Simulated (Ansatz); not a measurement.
# Cu(PH3)Me (CH6CuP): the relaxed shape and its frontier levels

Aim: characterise Cu(PH3)Me (CH6CuP) as a singlet: its structure, frontier levels and distribution of charge.

Computed with Ansatz 0.2.0, Gaussian basis. Level: RKS PBE0-D4/def2-TZVP.

The runs, in order: relaxation at r2SCAN-D4/def2-TZVP; a search for the lowest solution at PBE0-D4/def2-SVP; a single point at PBE0-D4/def2-TZVP.

### Step 1. Starting geometry

9 atoms, charge 0, spin multiplicity 1.

Atoms are counted from 1 here; the program's logs count them from 0.

Bond lengths: Cu1–P2 2.220 Å, Cu1–C6 1.998 Å, P2–H3 1.383 Å, P2–H4 1.383 Å, P2–H5 1.383 Å, C6–H7 1.096 Å, C6–H8 1.096 Å, C6–H9 1.095 Å. Angles: P2–Cu1–C6 179.3°, Cu1–P2–H3 121.7°, Cu1–P2–H4 120.9°, Cu1–P2–H5 122.0°, H3–P2–H4 95.1°, H3–P2–H5 95.0°, H4–P2–H5 95.2°, Cu1–C6–H7 113.8°, Cu1–C6–H8 113.7°, Cu1–C6–H9 113.9°, H7–C6–H8 104.8°, H7–C6–H9 104.8°, H8–C6–H9 104.8°.

Geometry (Å):

```xyz
9
CH6CuP
Cu    0.0087    0.0145   -0.1924
P    -0.0002   -0.0066    2.0277
H     1.1699   -0.0993    2.7586
H    -0.6619   -1.0001    2.7265
H    -0.5233    1.0378    2.7680
C     0.0028    0.0141   -2.1905
H    -1.0009    0.0138   -2.6294
H     0.5017   -0.8551   -2.6328
H     0.5031    0.8809   -2.6355
```

Formally the metal is d10. No spin-orbit coupling is included.

The start is a GFN2-xTB geometry.

### Step 2. Optimising with r2SCAN-D4/def2-TZVP

The input, in.yaml:

```yaml
crystal:
  periodic: [false, false, false]
  atoms:
    - {symbol: Cu, position_ang: [0.008720, 0.014540, -0.192440]}
    - {symbol: P, position_ang: [-0.000170, -0.006580, 2.027740]}
    - {symbol: H, position_ang: [1.169930, -0.099280, 2.758570]}
    - {symbol: H, position_ang: [-0.661910, -1.000070, 2.726470]}
    - {symbol: H, position_ang: [-0.523310, 1.037770, 2.767960]}
    - {symbol: C, position_ang: [0.002840, 0.014100, -2.190490]}
    - {symbol: H, position_ang: [-1.000890, 0.013760, -2.629450]}
    - {symbol: H, position_ang: [0.501700, -0.855150, -2.632850]}
    - {symbol: H, position_ang: [0.503090, 0.880900, -2.635500]}
basis:
  gaussian: {orbitals: def2-TZVP}
hamiltonian: {xc: r2scan, dispersion: d4}
scf: {lower_state_search: "off"}
output: {orbitals: {seedname: orbitals}}
relax: {f_tol: 0.02, max_steps: 100}
```

On the command line:

```bash
$ ansatz run in.yaml --threads 2 --pin off --events-out ev --progress --plain --max-ram 4352MiB
```

Output, cut to the lines that bear on the results:

```text
Functional definition: r2SCAN
  name "r2SCAN"
  cite "Furness, Kaplan, Ning, Perdew & Sun, J. Phys. Chem. Lett. 11, 8208 (2020) doi:10.1021/acs.jpclett.0c02405"
  cite "Furness, Kaplan, Ning, Perdew & Sun, J. Phys. Chem. Lett. 11, 9248 (2020) doi:10.1021/acs.jpclett.0c03077"
  parent r2scan
[...]
1167 factors; their error is unknown
[...]
mean field -55063.55405721 eV, -2023.5482881851 hartree, gradient 8.3e-6 eV, S^2 0.000000; 0 other end points of the search recorded, 0 dependent functions left out
[...]
reference -55063.55407415 eV, -2023.5482888077 hartree; 28, 28 occupied and 121, 121 virtual orbitals, 1167 factors
relax step   1: F+E_penalty+E_count = -55063.59011308 eV  Δ(F+E_penalty+E_count) = +0.000e0 eV  max|allowed force component| = 1.167e0 eV/Å  Δτ_max = 0.0000 Å  (19 SCF iters, accepted)
[...]
relax step   3: F+E_penalty+E_count = -55063.71334925 eV  Δ(F+E_penalty+E_count) = -1.485e-2 eV  max|allowed force component| = 5.458e-2 eV/Å  Δτ_max = 0.0353 Å  (22 SCF iters, accepted)
[...]
relax step   4: F+E_penalty+E_count = -55063.71355603 eV  Δ(F+E_penalty+E_count) = -2.068e-4 eV  max|allowed force component| = 1.115e-2 eV/Å  Δτ_max = 0.0031 Å  (24 SCF iters, accepted)
Total energy: -55063.71357312 eV, -2023.5541502867 hartree
Atom 0 at     0.004056     0.007953    -0.217663 Å, force    -0.001130    -0.001950     0.009299 eV/Å
Atom 1 at    -0.000991    -0.009895     1.952287 Å, force    -0.000878    -0.001252    -0.009060 eV/Å
Atom 2 at     1.216764    -0.101595     2.664393 Å, force    -0.000558     0.000854    -0.000010 eV/Å
Atom 3 at    -0.686482    -1.034374     2.644215 Å, force     0.000529     0.000654     0.001914 eV/Å
Atom 4 at    -0.543183     1.080178     2.670758 Å, force     0.001119     0.000109    -0.000276 eV/Å
Atom 5 at     0.002821     0.013807    -2.130269 Å, force     0.000535     0.001088     0.011148 eV/Å
Atom 6 at    -1.018487     0.014816    -2.526718 Å, force     0.001247     0.000098    -0.004636 eV/Å
Atom 7 at     0.512570    -0.869526    -2.530416 Å, force    -0.000376     0.001132    -0.004665 eV/Å
Atom 8 at     0.512933     0.898626    -2.526577 Å, force    -0.000488    -0.000732    -0.003712 eV/Å
Dipole moment:    -0.001361    -0.006613     1.013212 e Å
Checks for a lower state left out: stability, starts, cluster_reference, orbital_swaps, neighbouring_geometries, increment
```

It took 13 s on 2 threads of Arm Neoverse V2, shared host.

Along the way:

| step | energy from step 1 (eV) | largest force component (eV/Å) |
| --- | --- | --- |
| 1 | 0.0000 | 1.1670 |
| 2 | -0.1084 | 0.5825 |
| 3 | -0.1232 | 0.0546 |
| 4 | -0.1234 | 0.0111 |

Close pairs (by a distance rule), those that changed most:

| bond | before (Å) | after (Å) | change (Å) |
| --- | --- | --- | --- |
| Cu1–C6 | 1.998 | 1.913 | -0.085 |
| Cu1–P2 | 2.220 | 2.170 | -0.050 |
| P2–H3 | 1.383 | 1.414 | +0.031 |
| P2–H5 | 1.383 | 1.414 | +0.031 |
| P2–H4 | 1.383 | 1.414 | +0.030 |
| C6–H9 | 1.095 | 1.096 | +0.000 |
| C6–H8 | 1.096 | 1.096 | +0.000 |
| C6–H7 | 1.096 | 1.096 | +0.000 |

Bonds by kind at the end (by distance):

| bond | count | shortest (Å) | longest (Å) |
| --- | --- | --- | --- |
| Cu–P | 1 | 2.170 | 2.170 |
| C–Cu | 1 | 1.913 | 1.913 |
| H–P | 3 | 1.414 | 1.414 |
| C–H | 3 | 1.096 | 1.096 |

### Step 3. Searching for the lowest solution, PBE0-D4/def2-SVP

start.molden holds the orbitals of an earlier run on this state, given as this run's starting guess.

The input, in.yaml:

```yaml
crystal:
  periodic: [false, false, false]
  atoms:
    - {symbol: Cu, position_ang: [0.004056, 0.007953, -0.217663]}
    - {symbol: P, position_ang: [-0.000991, -0.009895, 1.952287]}
    - {symbol: H, position_ang: [1.216764, -0.101595, 2.664393]}
    - {symbol: H, position_ang: [-0.686482, -1.034374, 2.644215]}
    - {symbol: H, position_ang: [-0.543183, 1.080178, 2.670758]}
    - {symbol: C, position_ang: [0.002821, 0.013807, -2.130269]}
    - {symbol: H, position_ang: [-1.018487, 0.014816, -2.526718]}
    - {symbol: H, position_ang: [0.512570, -0.869526, -2.530416]}
    - {symbol: H, position_ang: [0.512933, 0.898626, -2.526577]}
basis:
  gaussian: {orbitals: def2-SVP, initial_orbitals: start.molden}
hamiltonian: {xc: pbe0, dispersion: d4}
output: {orbitals: {seedname: orbitals}}
```

Launched as before.

Output:

```text
Functional definition: PBE0
  name "PBE0"
  cite "Adamo & Barone, J. Chem. Phys. 110, 6158 (1999) doi:10.1063/1.478522"
  cite "Perdew, Burke & Ernzerhof, Phys. Rev. Lett. 77, 3865 (1996) doi:10.1103/PhysRevLett.77.3865"
  parent pbe
  parameter a = 0.25
  parameter kappa = 0.804
  parameter beta = 0.06672455060314922
  exchange = (1 - a)*pbe_x(kappa = kappa, mu = beta*pi^2/3) + a*exact_x
  correlation = pbe_c(beta = beta)
968 factors; integrals over basis functions are off by at most 1.1e-3 eV
mean field evaluation 1: about -55041.9283 eV, gradient 1.4e1 eV
mean field evaluation 2: about -55042.2973 eV, gradient 7.5e-1 eV
mean field evaluation 4: about -55042.4679 eV, gradient 1.4e-2 eV
mean field evaluation 8: about -55033.9749 eV, gradient 6.1e1 eV
mean field evaluation 16: about -55042.4679 eV, gradient 8.0e-2 eV
mean field -55042.46794188 eV, -2022.7733877394 hartree, gradient 4.4e-5 eV, S^2 0.000000; 1 other end points of the search recorded, 0 dependent functions left out
reference -55042.46798031 eV, -2022.7733891517 hartree; 28, 28 occupied and 65, 65 virtual orbitals, 968 factors
Total energy: -55042.59788329 eV, -2022.7781629982 hartree
```

Wall time 2.1 s (2 threads of Arm Neoverse V2, shared host).

From the report: HOMO -5.59 eV, LUMO -0.05 eV.

### Step 4. Single point, PBE0-D4/def2-TZVP

in.yaml, as its differences from that of step 3:

```diff
@@ -13,4 +13,5 @@
 basis:
-  gaussian: {orbitals: def2-SVP, initial_orbitals: start.molden}
+  gaussian: {orbitals: def2-TZVP, initial_orbitals: start.molden}
 hamiltonian: {xc: pbe0, dispersion: d4}
+scf: {omitted_lower_state_checks: [starts]}
 output: {orbitals: {seedname: orbitals}}
```

Launched as before.

Output:

```text
Functional definition: PBE0
  name "PBE0"
  cite "Adamo & Barone, J. Chem. Phys. 110, 6158 (1999) doi:10.1063/1.478522"
  cite "Perdew, Burke & Ernzerhof, Phys. Rev. Lett. 77, 3865 (1996) doi:10.1103/PhysRevLett.77.3865"
  parent pbe
  parameter a = 0.25
  parameter kappa = 0.804
  parameter beta = 0.06672455060314922
  exchange = (1 - a)*pbe_x(kappa = kappa, mu = beta*pi^2/3) + a*exact_x
  correlation = pbe_c(beta = beta)
these checks for a lower state are left out or cut short: starts
1268 factors; their error is unknown
mean field evaluation 1: about -55051.5379 eV, gradient 1.2e2 eV
mean field evaluation 2: about -55053.5298 eV, gradient 3.6e0 eV
mean field evaluation 4: about -55053.6357 eV, gradient 3.7e-1 eV
mean field evaluation 8: about -55053.6359 eV, gradient 8.4e-6 eV
mean field -55053.63586916 eV, -2023.1838014970 hartree, gradient 8.4e-6 eV, S^2 0.000000; 0 other end points of the search recorded, 0 dependent functions left out
reference -55053.63590983 eV, -2023.1838029917 hartree; 28, 28 occupied and 121, 121 virtual orbitals, 1268 factors
Total energy: -55053.76581281 eV, -2023.1885768382 hartree
Checks for a lower state left out: starts
```

Run time: 2.7 s. Hardware: 2 threads of Arm Neoverse V2, shared host.

Report: HOMO -5.86 eV, LUMO -0.51 eV.

Mulliken charges, from this run's orbitals:

| atom | value (e) |
| --- | --- |
| Cu1 | -0.10 |
| P2 | 0.03 |
| H3 | 0.11 |
| H4 | 0.11 |
| H5 | 0.11 |
| C6 | -0.63 |
| H7 | 0.12 |
| H8 | 0.12 |
| H9 | 0.12 |

Largest Mayer bond orders: C6–H7 0.97; C6–H8 0.97; C6–H9 0.97; P2–H4 0.94; P2–H3 0.94; P2–H5 0.94; Cu1–C6 0.89; Cu1–P2 0.80.

### Step 5. Summary of results

| quantity | value |
| --- | --- |
| point group | C3 |
| near neighbours of the metal | P 2.17, C 1.91 Å |
| HOMO, LUMO at PBE0-D4/def2-TZVP | -5.86, -0.51 eV |
| charge on the metal (Mulliken, PBE0-D4/def2-TZVP) | -0.10 e |
| dipole at r2SCAN-D4/def2-TZVP | 4.87 D |

The molecule keeps its bonding pattern by the stored test; the atoms moved 0.09 Å (rms). The metal has 2 near neighbours by the distance rule, from 1.91 to 2.17 Å. The Mulliken charge of the metal, -0.10 e, depends on the basis and isn't its oxidation state. No usable vibrations, so a minimum isn't proven. Whether this spin is the lowest isn't tested here. The point group is read from a loosely relaxed geometry; soft torsions can leave it below the true symmetry.
